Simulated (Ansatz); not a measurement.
Working through an active-space calculation of ClGeH₃, SMILES [Cl][GeH3]

Program: Ansatz 0.2.0, Python API.

Run as a notebook:

```python
from dataclasses import dataclass

import ansatz as az
```

```python
@dataclass
class Settings:
    basis_set: str = 'def2-SVP'
```

```python
opts = Settings()
```

```python
GEOMETRY = '''
Cl   -1.89860   -0.01140    0.64730
Ge    0.10550   -0.01140   -0.04280
H     0.17420    0.65910   -1.45210
H     0.66640   -1.46780   -0.13930
H     1.00230    0.75790    0.94550
'''

molecule = az.Crystal.molecule()
for line in GEOMETRY.strip().splitlines():
    symbol, *xyz = line.split()
    molecule = molecule.atom(symbol, [float(v) for v in xyz])
```

```python
setup = (
    molecule.calculation()
    .basis(gaussian=opts.basis_set)
    .correlation(active_electrons=4, active_orbitals=5)
)
for method in [None]:
    summary = (setup if method is None else setup.correlation(method)).run(threads=1).report
    space = summary['configurations']
    state = space['states'][0]
    print(method or 'casscf', f'total {summary["free_energy_ev"] / 27.211386246:.6f} Ha, active-space state {state["energy"]["hartree"]:.6f} Ha, mean field {summary["reference_energy_ev"] / 27.211386246:.6f} Ha')
    print('  determinants', state['n_determinants'], ' natural occupations', [round(n, 3) for n in space['natural_occupations']])
print('effectively unpaired electrons, sum of min(n, 2 - n):', round(sum(min(n, 2 - n) for n in space['natural_occupations']), 3))
```

    casscf total -2536.270067 Ha, active-space state -2536.270067 Ha, mean field -2536.235489 Ha
      determinants 100  natural occupations [1.979, 1.971, 0.027, 0.018, 0.006]
    effectively unpaired electrons, sum of min(n, 2 - n): 0.101

Total energies depend on the basis set; only differences at equal settings carry meaning. The geometry is a force-field or estimated start, not a minimum of this method, and the basis set is short of its limit. The active space starts as a window about the frontier orbitals and is then optimised, not chosen by chemistry. Wall time of the script: 7.9 s on 1 thread of Arm Neoverse V1, with other jobs on the host, peak memory 0.21 GiB.
